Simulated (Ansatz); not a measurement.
# AlH₇OSiSn: a ladder of functionals and wavefunction methods

The task here is to estimate one member of a computed series from the others.

The runs use Ansatz 0.2.0, Gaussian basis; functionals in def2-TZVPP, the program's frozen cores in correlated methods.

Levels to be run: PBE-D4, r2SCAN-D4, PBE0-D4, B3LYP-D4, ωB97X-V, ωB97M-V, B2PLYP; CCSD(T)/def2-TZVPP; MP2/def2-QZVPP; extrapolation to the limit.

## The relaxed structure

All runs share one geometry, relaxed beforehand with PBE0-D4 in a triple-zeta def2 set. Sn takes the def2 core potential; no spin-orbit term is included.

11 atoms, charge 0, spin multiplicity 1.

Atoms are counted from 1 here; the program's logs count them from 0.

Bond lengths: Al1–O2 1.681 Å, Al1–H5 1.590 Å, Al1–H6 1.582 Å, O2–Sn3 1.962 Å, Sn3–Si4 2.570 Å, Sn3–H7 1.710 Å, Sn3–H8 1.710 Å, Si4–H9 1.486 Å, Si4–H10 1.488 Å, Si4–H11 1.485 Å. Angles: O2–Al1–H5 118.5°, O2–Al1–H6 118.8°, H5–Al1–H6 122.8°, Al1–O2–Sn3 141.3°, O2–Sn3–Si4 107.5°, O2–Sn3–H7 105.0°, O2–Sn3–H8 105.0°, Si4–Sn3–H7 114.1°, Si4–Sn3–H8 114.1°, H7–Sn3–H8 110.2°, Sn3–Si4–H9 109.7°, Sn3–Si4–H10 109.6°, Sn3–Si4–H11 109.8°, H9–Si4–H10 109.1°, H9–Si4–H11 109.5°, H10–Si4–H11 109.1°.

Set-up of the first run:

Contents of in.yaml:

```yaml
crystal:
  periodic: [false, false, false]
  atoms:
    - {symbol: Al, position_ang: [-0.881726, 2.295967, 0.446156]}
    - {symbol: O, position_ang: [-0.703410, 0.859101, 1.300550]}
    - {symbol: Sn, position_ang: [-0.024230, -0.969739, 1.095994]}
    - {symbol: Si, position_ang: [0.812876, -1.217522, -1.320953]}
    - {symbol: H, position_ang: [-0.370743, 2.351617, -1.058436]}
    - {symbol: H, position_ang: [-1.548888, 3.533961, 1.169700]}
    - {symbol: H, position_ang: [1.201255, -1.123114, 2.278771]}
    - {symbol: H, position_ang: [-1.348861, -1.979123, 1.483616]}
    - {symbol: H, position_ang: [-0.300692, -0.948216, -2.266634]}
    - {symbol: H, position_ang: [1.311454, -2.602325, -1.537033]}
    - {symbol: H, position_ang: [1.918464, -0.257606, -1.571231]}
basis:
  gaussian: {orbitals: def2-TZVPP}
hamiltonian: {xc: pbe, dispersion: d4}
output: {forces: true, orbitals: {seedname: orbitals}}
```

Started as:

```sh
ansatz run in.yaml --threads 4 --pin off --events-out ev --progress --plain --max-ram 10444MiB
```

Steps of the session up to this table: PBE-D4 (GGA); r2SCAN-D4 (meta-GGA); PBE0-D4 (hybrid); B3LYP-D4 (hybrid); ωB97X-V (range-separated); ωB97M-V (range-separated); B2PLYP (double hybrid); CCSD(T) in def2-TZVPP; MP2 in def2-QZVPP.

One of the session's tables, all rows but one given; the rest of the session is left out.

| method | atomisation energy (kJ/mol) |
| --- | --- |
| PBE-D4 | 3034.9 |
| r2SCAN-D4 | 3078.3 |
| PBE0-D4 | 3011.4 |
| B3LYP-D4 | 3067.5 |
| ωB97X-V | 3116.2 |
| ωB97M-V | ? |
| B2PLYP | 3030.1 |
| HF/def2-TZVPP | 2259.6 |
| MP2/def2-TZVPP | 3002.6 |
| CCSD/def2-TZVPP | 2987.0 |
| CCSD(T)/def2-TZVPP | 3023.2 |
| MP2/CBS | 3093.5 |
| CCSD(T)/CBS | 3114.1 |

**Question.** Estimate the row for ωB97M-V.

As computed: atomisation energy (kJ/mol): 3080.6. In the column «atomisation energy (kJ/mol)» it lies between r2SCAN-D4 (3078.3) and MP2/CBS (3093.5).

Among the levels timed on like hardware and quicker than the yardstick, those that no quicker one beats, quickest first: PBE-D4 (4.8 s, -79.2 kJ/mol); r2SCAN-D4 (9.5 s, -35.8 kJ/mol); ωB97X-V (17 s, +2.1 kJ/mol).

B2PLYP carry no dispersion term (for B3LYP, D4 adds 40.5 kJ/mol).

Limits of these values: All levels share the lack of spin-orbit coupling, which lowers the free heavy atoms and so the true binding.
